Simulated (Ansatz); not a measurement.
# PtSe (P-6m2) in Ansatz: further runs

The runs below take PtSe through projected density of states, with PBE, PBE+U.

Everything below comes from runs of Ansatz 0.2.0. Logs are shortened: lines on timing, memory, paths and dates and some standing lists are left out, and cuts for length are marked.

## Step 1: The crystal as given

The structure is hexagonal, space group P-6m2 (No. 187). Conventional cell: a = 3.702 Å, b = 3.702 Å, c = 3.613 Å, α = 90.00°, β = 90.00°, γ = 120.00°. Pt (site symmetry -6m2) is surrounded by 6 Se at 2.80 Å. Around Se (site symmetry -6m2) lie 6 Pt at 2.80 Å.

The cell comes from a database or a generator and needn't be the stable form of this composition.

## Step 2: Projected density of states, PBE

input.yaml reads:

```yaml
crystal:
  lattice:
    - [3.70187033, 0.0, 0.0]
    - [-1.85093516, 3.20591375, 0.0]
    - [0.0, 0.0, 3.61284203]
  atoms:
    - { symbol: Pt, position: [0.0, 0.0, 0.0] }
    - { symbol: Se, position: [0.6666666667, 0.3333333333, 0.5] }
hamiltonian:
  xc: pbe
  pseudopotentials: { kind: paw }
kpoints:
  mp_grid: { grid: [8, 8, 7] }
scf:
  occupations: { method: fermi_dirac, width: 0.05 }
  n_extra_bands: 6
output:
  forces: true
  stress: true
  eigenvalues: true
  dos: { projected: true, de: 0.05, nscf_kmesh: { grid: [12, 12, 11] } }
  write_density: true
  write_potential: true
  elf: true
  volumetric_format: npy
```

Potentials or basis: Ansatz PAW.

Launch:

```bash
$ ansatz run input.yaml --threads 2 --pin off --max-ram 5632MiB --backend cpu --events-out ev --progress --plain --runs-dir out
```

The log of the run:

```text
Warning: RAYON_NUM_THREADS=2 ignored (pool sized by the plan → 2); use --threads N
scf.n_extra_bands = 6 over 17 filled bands (N_el = 34.0): the run solves 23 bands
Engine: ansatz 0.2.0, aarch64-unknown-linux-gnu
Pseudopotentials: kind: paw
Pseudopotential: Pt, paw, valence charge 18, recommended cutoff 420 eV (normal), Pt.paw.azcp
Pseudopotential: Se, paw, valence charge 16, recommended cutoff 420 eV (normal), Se.paw.azcp
Functional definition: PBE
  parameter kappa = 0.804
  parameter beta = 0.06672455060314922
  exchange = pbe_x(kappa = kappa, mu = beta*pi^2/3)
  correlation = pbe_c(beta = beta)
Crystal: 2 atoms, lattice volume = 42.877 Å³
Basis set: ecut = 420 eV, 853 PW (Γ), exchange–correlation on 50×50×50 points (8 copies of the dense FFT grid, shifted against one another)
Bands: 23, of which v1, the nominal top of the filled ones, is band 17 counted from 1 (16 counted from 0)
Symmetry: 12 space group operations
Space group: P-6m2 (ITA 187), of the structure as read, at distance tolerance 3.5e-5 Å
k-points: 40 of 448 (time reversal used)
Non-local potential: Pt, projectors of the file, l = 0: 3, l = 1: 2, l = 2: 2, l = 3: 1
Non-local potential: Se, projectors of the file, l = 0: 2, l = 1: 2, l = 2: 3, l = 3: 1
PAW form: soft (Blöchl's): semilocal exchange-correlation on the pseudo side does not see the compensation charge
PAW one-centre angular grid: Pt, 590 points (default); XC on 64 Gauss nodes
PAW one-centre angular grid: Se, 590 points (default); XC on 64 Gauss nodes
Initial density: superposition of atomic densities (neutral atoms: chi_scale 0, normalization atom), corrected by the library's trained network
Initial wavefunctions: pseudopotential atomic-orbital guess
Functional: x = pbe(κ = 0.804, μ = 0.2195149727645171), c = pbe(β = 0.06672455060314922)
SCF iter   1: F=—  HF=-17991.472810 eV  |F-HF|=—  |Δ(HF+E_count)|=         —  Δρ=4.05e-3  dr2=5.17e-3  ethr=1.77e-3  ⟨swp⟩=5.2  Hψ=4026  notcnv=0
preconditioner: auto → Kerker (q_TF=auto, 2.625 Å⁻¹)  [metal: Δε(μ)=0.057 eV  Ē_g=10.513 eV  σ=0.050 eV  W_gap=0.27  n_scr=20 (ndim 8)  ℏωp=22.7 eV  f_vac=0.010  D(μ)=1.24/eV (n_scr^D=8)]
SCF iter   2: F=—  HF=-17991.474144 eV  |F-HF|=—  |Δ(HF+E_count)|=   1.33e-3  Δρ=2.31e-3  dr2=2.06e-3  ethr=1.52e-5  ⟨swp⟩=2.0  Hψ=1482  notcnv=0  defer=15
SCF iter   3: F=—  HF=-17991.474467 eV  |F-HF|=—  |Δ(HF+E_count)|=   3.23e-4  Δρ=7.07e-4  dr2=3.27e-4  ethr=6.05e-6  ⟨swp⟩=2.1  Hψ=1209  notcnv=0  defer=15
SCF iter   4: F=—  HF=-17991.474443 eV  |F-HF|=—  |Δ(HF+E_count)|=   2.38e-5  Δρ=3.15e-4  dr2=5.73e-5  ethr=9.61e-7  ⟨swp⟩=2.6  Hψ=1404  notcnv=0  defer=15
SCF iter   5: F=—  HF=-17991.474455 eV  |F-HF|=—  |Δ(HF+E_count)|=   1.19e-5  Δρ=1.07e-4  dr2=5.80e-6  ethr=1.69e-7  ⟨swp⟩=2.1  Hψ=1246  notcnv=0  defer=15
SCF iter   6: F=—  HF=-17991.474457 eV  |F-HF|=—  |Δ(HF+E_count)|=   1.44e-6  Δρ=5.56e-5  dr2=1.22e-6  ethr=1.71e-8  ⟨swp⟩=2.0  Hψ=1372  notcnv=0  defer=15
SCF iter   7: F=—  HF=-17991.474458 eV  |F-HF|=—  |Δ(HF+E_count)|=   1.56e-6  Δρ=1.54e-5  dr2=1.00e-7  ethr=3.59e-9  ⟨swp⟩=2.1  Hψ=1245  notcnv=0  defer=15
SCF iter   8: F=-17991.474458 eV  HF=-17991.474458 eV  |F-HF|=3.34e-9  |Δ(HF+E_count)|=   9.89e-8  Δρ=4.08e-6  dr2=7.54e-9  ethr=2.94e-10  ⟨swp⟩=10.2  Hψ=5530  notcnv=0
SCF 1 converged in 8 iterations: F = -17991.474458 eV  dr2 = 7.54e-9
NSCF: frozen V_eff on 114 k-points
SCF converged after 8 iterations
Free energy (F): -17991.474458 eV
Harris-Foulkes:  -17991.474458 eV  (|F-HF|=3.34e-9)
Internal energy: -17991.464185 eV  (E = F + TS)
E sigma→0 (E₀):  -17991.469322 eV
Entropy (-TS):   -0.010274 eV (-5.137 meV/atom)
Fermi energy:    12.691287 eV
--- Per-component energies (eV) ---
  E_band       = -629.805755
  E_kinetic    = 750.727463
  E_local      = -4216.795871  (includes V_loc(G=0)·N_el)
  E_nonlocal   = -391.305684
  E_hartree    = 1848.606366
  E_xc         = -362.404718
  E_vxc        = -396.182544  (∫ρ·V_xc dr)
  E_paw        = -11367.583916  (= ΣΔE_a)
  E_vpaw       = -73.461509  (= ΣTr[D̂ρ^β])
  E_aug_tail   = -0.000405  (compensation charges beyond the density's cutoff)
  E_ewald      = -4252.707419
  E_smearing   = -0.010274  (= −TS)
  E_closure    = 0.000000  (closes the sum)
  Σ components = -17991.474458   (vs F -17991.474458, Δ=0.00e0)
--- Forces (eV/Å), atoms counted from 1 ---
  atom   1  Pt    -0.00000000    -0.00000000    -0.00000000
  atom   2  Se     0.00000000     0.00000000    -0.00000000
  max |Σ_I F_I| component: 4.28e-17 eV/Å
--- Stress (GPa, compression-positive) ---
       -9.818115       0.000000       0.000000
        0.000000      -9.818115       0.000000
        0.000000       0.000000     -14.693616
  P = ⅓ Tr σ = -11.4433 GPa (-114.433 kbar)
--- Band table (eV; the first three rows and the last of 40) ---
  k-point 0: bands = ["-85.0051", "-39.3308", "-39.2159", "-39.2159", "-36.0102", "-36.0051", "-36.0051", "-35.9963", "-35.9963", "-1.7650", "9.1266", "9.1266", "9.3140", "10.6709", "10.7009", "10.7009", "12.6117", "13.3082", "13.3082", "20.0986", "20.4741", "20.4741", "25.4356"]
  k-point 1: bands = ["-85.0051", "-39.3327", "-39.2158", "-39.2158", "-36.0100", "-36.0051", "-36.0051", "-35.9963", "-35.9963", "-1.6248", "8.5283", "9.1973", "9.1973", "10.3015", "10.5184", "10.5184", "13.3809", "13.3809", "13.9403", "20.5438", "20.6871", "20.6871", "24.2580"]
  k-point 2: bands = ["-85.0050", "-39.3370", "-39.2155", "-39.2155", "-36.0095", "-36.0050", "-36.0050", "-35.9964", "-35.9964", "-1.2716", "6.9206", "9.3236", "9.3236", "10.2520", "10.2520", "10.6593", "13.3695", "13.3695", "15.6305", "20.4969", "21.4723", "21.4723", "23.8032"]
  k-point 39: bands = ["-85.0048", "-39.3393", "-39.2234", "-39.2209", "-36.0087", "-36.0055", "-36.0049", "-35.9960", "-35.9957", "-0.3193", "7.3215", "7.5240", "8.6781", "10.5174", "11.2530", "11.3558", "12.3955", "13.2595", "13.7405", "16.4319", "20.7142", "22.9674", "24.6737"]
```

It took 7.5 s on 2 threads of Arm Neoverse V1, shared host; peak memory 0.34 GiB.

What came out:

```yaml
Free_energy: -17991.4745 eV
Pressure: -11.4 GPa
Band_gap_on_the_k_mesh: none (metal or under the smearing width)
Density_of_states_at_the_Fermi_level: 0.74 states/eV per cell
```

States per cell in windows of 1 eV (zero at the Fermi level; states under -8 eV left out):
```tsv
from (eV)	total	Pt 5d	Se 4p	Pt 6s	Se 4s
-8.0	0.00	0.00	0.00	0.00	0.00
-7.0	0.40	0.05	0.24	0.10	0.01
-6.0	1.57	0.38	0.94	0.22	0.02
-5.0	2.07	0.84	1.15	0.05	0.01
-4.0	1.98	1.10	0.85	0.01	0.00
-3.0	2.89	2.66	0.13	0.06	0.01
-2.0	3.36	2.90	0.23	0.12	0.09
-1.0	1.69	0.98	0.57	0.07	0.04
0.0	1.73	0.67	0.87	0.13	0.01
1.0	0.67	0.19	0.30	0.14	0.00
2.0	0.46	0.03	0.13	0.23	0.01
3.0	0.93	0.04	0.28	0.44	0.02
4.0	0.37	0.01	0.08	0.14	0.00
5.0	0.77	0.01	0.04	0.04	0.00
6.0	1.19	0.01	0.04	0.03	0.00
7.0	0.78	0.00	0.01	0.01	0.00
```

Spin-orbit coupling is left out, which matters for the levels of Pt.

## Step 3: Projected density of states, PBE+U

input.yaml, as its differences from that of step 2:

```diff
@@ -11,2 +11,3 @@
   pseudopotentials: { kind: paw }
+  hubbard: { sites: [{ species: Pt, l: d, u_eff: 1.0 }] }
 kpoints:
```

Potentials or basis: Ansatz PAW.

Launch:

```bash
$ ansatz run input.yaml --threads 2 --pin off --max-ram 5632MiB --backend cpu --events-out ev --progress --plain --runs-dir out
```

The log of the run:

```text
Warning: RAYON_NUM_THREADS=2 ignored (pool sized by the plan → 2); use --threads N
Pt: projections on atomic orbitals take those of the free atom [Kr 4d10 4f14] 5s2 5p6 5d9 6s1, of charge +0.00 (hamiltonian.pseudopotentials.projection_atoms); the dataset's partial waves leave at most 9.1e-5 of an orbital's norm unspanned inside its sphere
Se: projections on atomic orbitals take those of the free atom [Ar] 3d10 4s2 4p4, of charge +0.00 (hamiltonian.pseudopotentials.projection_atoms); the dataset's partial waves leave at most 2.3e-6 of an orbital's norm unspanned inside its sphere
scf.n_extra_bands = 6 over 17 filled bands (N_el = 34.0): the run solves 23 bands
[... 9 set-up lines as earlier in the session ...]
Crystal: 2 atoms, lattice volume = 42.877 Å³
Basis set: ecut = 420 eV, 853 PW (Γ), exchange–correlation on 50×50×50 points (8 copies of the dense FFT grid, shifted against one another)
Bands: 23, of which v1, the nominal top of the filled ones, is band 17 counted from 1 (16 counted from 0)
[... 2 set-up lines as earlier in the session ...]
k-points: 40 of 448 (time reversal used)
[... 27 lines left out ...]
Fermi energy:    12.579436 eV
--- Per-component energies (eV) ---
  E_band       = -632.194951
  E_kinetic    = 751.312841
  E_local      = -4218.776378  (includes V_loc(G=0)·N_el)
  E_nonlocal   = -391.050382
  E_hartree    = 1849.964760
  E_xc         = -362.445876
  E_vxc        = -396.237026  (∫ρ·V_xc dr)
  E_hubbard    = 0.409186  (on-site DFT+U / exact-exchange correction)
  E_vhub       = -3.705943  (the Hubbard potential's part of the band-sum identity)
  E_paw        = -11367.751408  (= ΣΔE_a)
  E_vpaw       = -73.665722  (= ΣTr[D̂ρ^β])
  E_aug_tail   = -0.000405  (compensation charges beyond the density's cutoff)
  E_ewald      = -4252.707419
  E_smearing   = -0.010661  (= −TS)
  E_closure    = 0.000000  (closes the sum)
  Σ components = -17991.055743   (vs F -17991.055743, Δ=0.00e0)
--- Forces (eV/Å), atoms counted from 1 ---
  atom   1  Pt    -0.00000000    -0.00000000    -0.00000000
  atom   2  Se     0.00000000     0.00000000    -0.00000000
  max |Σ_I F_I| component: 4.97e-17 eV/Å
--- Stress (GPa, compression-positive) ---
       -9.819332       0.000000       0.000000
        0.000000      -9.819332       0.000000
        0.000000       0.000000     -14.655698
  P = ⅓ Tr σ = -11.4315 GPa (-114.315 kbar)
--- Band table (eV; the first three rows and the last of 40) ---
  k-point 0: bands = ["-84.8174", "-39.1652", "-39.0355", "-39.0355", "-36.1039", "-36.0989", "-36.0989", "-36.0902", "-36.0902", "-1.8140", "8.8907", "8.8907", "8.9376", "10.4957", "10.4957", "10.6311", "12.6206", "13.1837", "13.1837", "20.0891", "20.4715", "20.4715", "25.4692"]
  k-point 1: bands = ["-84.8174", "-39.1672", "-39.0354", "-39.0354", "-36.1037", "-36.0988", "-36.0988", "-36.0903", "-36.0903", "-1.6749", "8.3502", "8.9663", "8.9663", "10.0774", "10.2999", "10.2999", "13.2615", "13.2615", "13.9397", "20.5330", "20.6861", "20.6861", "24.2710"]
  k-point 2: bands = ["-84.8174", "-39.1715", "-39.0351", "-39.0351", "-36.1032", "-36.0988", "-36.0988", "-36.0904", "-36.0904", "-1.3247", "6.8561", "9.1162", "9.1162", "9.9903", "9.9903", "10.3382", "13.2626", "13.2626", "15.6250", "20.4906", "21.4767", "21.4767", "23.8041"]
  k-point 39: bands = ["-84.8171", "-39.1738", "-39.0431", "-39.0407", "-36.1024", "-36.0992", "-36.0985", "-36.0900", "-36.0897", "-0.4061", "7.1845", "7.3935", "8.6251", "10.2121", "10.9274", "11.1507", "12.2069", "13.2806", "13.6504", "16.4485", "20.6958", "22.9380", "24.6754"]
Occupation matrices written to <dir>
```

rho_z.tsv:

```text
# z_ang	rho[e/angstrom^3]
# format = ansatz-planar-average/11
# lattice	3.701870332	-0.000000003	0.000000000
# lattice	-1.850935163	3.205913750	0.000000000
# lattice	0.000000000	0.000000000	3.612842030
# sites	2
# site	78	-0.000000000	0.000000000	0.000000000
# site	34	1.850935167	1.068637915	1.806421015
0.000000	1.360935e0
0.144514	1.286641e0
0.289027	1.095029e0
0.433541	8.483957e-1
0.578055	6.074893e-1
0.722568	4.239308e-1
0.867082	3.251093e-1
1.011596	2.987558e-1
1.156109	3.346138e-1
1.300623	4.643867e-1
1.445137	7.520889e-1
1.589650	1.202309e0
1.734164	1.592911e0
1.878678	1.592911e0
2.023192	1.202309e0
2.167705	7.520889e-1
2.312219	4.643867e-1
2.456733	3.346138e-1
2.601246	2.987558e-1
2.745760	3.251093e-1
2.890274	4.239308e-1
3.034787	6.074893e-1
3.179301	8.483957e-1
3.323815	1.095029e0
3.468328	1.286641e0
```

It took 8.6 s on 2 threads of Arm Neoverse V1, shared host; peak memory 0.37 GiB.

What came out:

- Free energy: -17991.0557 eV
- Pressure: -11.4 GPa
- Band gap on the k mesh: none (metal or under the smearing width)
- Density of states at the Fermi level: 0.71 states/eV per cell

Stress tensor (GPa, compression positive):
```
 -9.82   0.00   0.00
  0.00  -9.82   0.00
  0.00   0.00 -14.66
```

Levels at points of the mesh, in eV from the Fermi level:
| k point | band 15 | band 16 | band 17 | band 18 | band 19 | band 20 |
| --- | --- | --- | --- | --- | --- | --- |
| (0.00, 0.00, 0.00) | -2.08 | -1.95 | 0.04 | 0.60 | 0.60 | 7.51 |
| (0.00, -0.50, 0.00) | -2.26 | -1.43 | -1.23 | 1.25 | 2.81 | 6.11 |

States per cell in windows of 1 eV (zero at the Fermi level; states under -8 eV left out):
| from (eV) | total | Pt 5d | Se 4p | Pt 6s | Se 4s |
| --- | --- | --- | --- | --- | --- |
| -8.0 | 0.00 | 0.00 | 0.00 | 0.00 | 0.00 |
| -7.0 | 0.35 | 0.05 | 0.21 | 0.08 | 0.00 |
| -6.0 | 1.63 | 0.43 | 0.95 | 0.22 | 0.02 |
| -5.0 | 2.19 | 0.97 | 1.14 | 0.05 | 0.01 |
| -4.0 | 2.04 | 1.24 | 0.76 | 0.01 | 0.00 |
| -3.0 | 3.01 | 2.76 | 0.15 | 0.05 | 0.01 |
| -2.0 | 3.17 | 2.64 | 0.29 | 0.12 | 0.09 |
| -1.0 | 1.60 | 0.87 | 0.60 | 0.06 | 0.04 |
| 0.0 | 1.69 | 0.63 | 0.89 | 0.12 | 0.01 |
| 1.0 | 0.67 | 0.19 | 0.31 | 0.14 | 0.00 |
| 2.0 | 0.43 | 0.03 | 0.12 | 0.22 | 0.01 |
| 3.0 | 0.90 | 0.04 | 0.27 | 0.44 | 0.02 |
| 4.0 | 0.43 | 0.01 | 0.10 | 0.18 | 0.00 |
| 5.0 | 0.65 | 0.01 | 0.03 | 0.03 | 0.00 |
| 6.0 | 1.27 | 0.01 | 0.04 | 0.03 | 0.00 |
| 7.0 | 0.71 | 0.00 | 0.01 | 0.00 | 0.00 |

Eigenvalues of the final occupation matrices:
```tsv
site	spin	trace	eigenvalues
site 1	1	4.52	0.83 0.83 0.94 0.94 0.99
```

Caveat: U without spin polarisation on a metal has little footing. The run has no spin-orbit coupling, so splittings on Pt are missing.
